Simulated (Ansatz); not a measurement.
Predict the output of the script below (Ansatz's Python interface).

`c3h7fsn_bde.py`:
```python
import ansatz as az


def single_point(molecule, charge=0, unpaired=0):
    calc = molecule.calculation().basis(gaussian='def2-SVPD').functional('r2scan0')
    if charge:
        calc = calc.charge(charge)
    if unpaired:
        calc = calc.spin('collinear', total=unpaired)
    return calc.run(threads=1, pin='off').report['free_energy_ev']

GEOMETRY = '''
C    -1.40940   -1.24330    0.29090
C    -0.31930   -0.88940    0.89630
C     0.86330   -0.44590    0.11750
Sn    0.65070    1.50080   -0.74620
F     0.18080    2.76480    0.64430
H    -1.54460   -1.11560   -0.80260
H    -2.28950   -1.52290    0.86070
H    -0.21550   -0.96080    1.97090
H     1.76760   -0.36220    0.86260
H     1.13580   -1.18190   -0.64250
H    -0.78190    1.40650   -1.83470
H     2.03890    1.99480   -1.58300
'''

def without(molecule, index):
    rest = az.Crystal.molecule()
    for i, site in enumerate(molecule.cartesian_sites):
        if i != index:
            rest = rest.atom(site.symbol, site.position_ang)
    return rest

geometry = az.Crystal.molecule()
for line in GEOMETRY.strip().splitlines():
    symbol, *xyz = line.split()
    geometry = geometry.atom(symbol, [float(v) for v in xyz])

whole = single_point(geometry, 0)
hydrogen = single_point(az.Crystal.molecule().atom('H', (0, 0, 0)), 0, 1)
print(f'E(molecule) = {whole:.5f} eV, E(H) = {hydrogen:.5f} eV')
for index in [6, 7, 9]:
    radical = single_point(without(geometry, index), 0, 1)
    print(f'H{index}: homolysis {96.485332 * (radical + hydrogen - whole):.1f} kJ/mol')
    anion = single_point(without(geometry, index), -1)
    print(f'H{index}: loss of a proton {96.485332 * (anion - whole):.1f} kJ/mol')
```

```console
$ python c3h7fsn_bde.py
E(molecule) = -11766.03005 eV, E(H) = -13.58464 eV
H6: homolysis 483.3 kJ/mol
H6: loss of a proton 1731.1 kJ/mol
H7: homolysis 472.1 kJ/mol
H7: loss of a proton 1705.0 kJ/mol
H9: homolysis 433.3 kJ/mol
H9: loss of a proton 1603.0 kJ/mol
```

Reading the output:
- Total energies depend on the basis set; only differences at equal settings carry meaning.
- The geometry is a force-field or estimated start, not a minimum of this method, and the basis set is short of its limit. All parts are taken at fixed geometry, without zero-point energy.
- def2 sets replace the cores of elements past krypton by effective core potentials.
- The expectation value of S² is noticeably off S(S+1) in at least one run, so that state is spin-contaminated.
- The spin-orbit lowering of heavy atoms is left out.
- Finished in 66 s on 1 thread of Intel(R) Xeon(R) 6975P-C (Granite Rapids), on a shared host, peak memory 0.65 GiB.
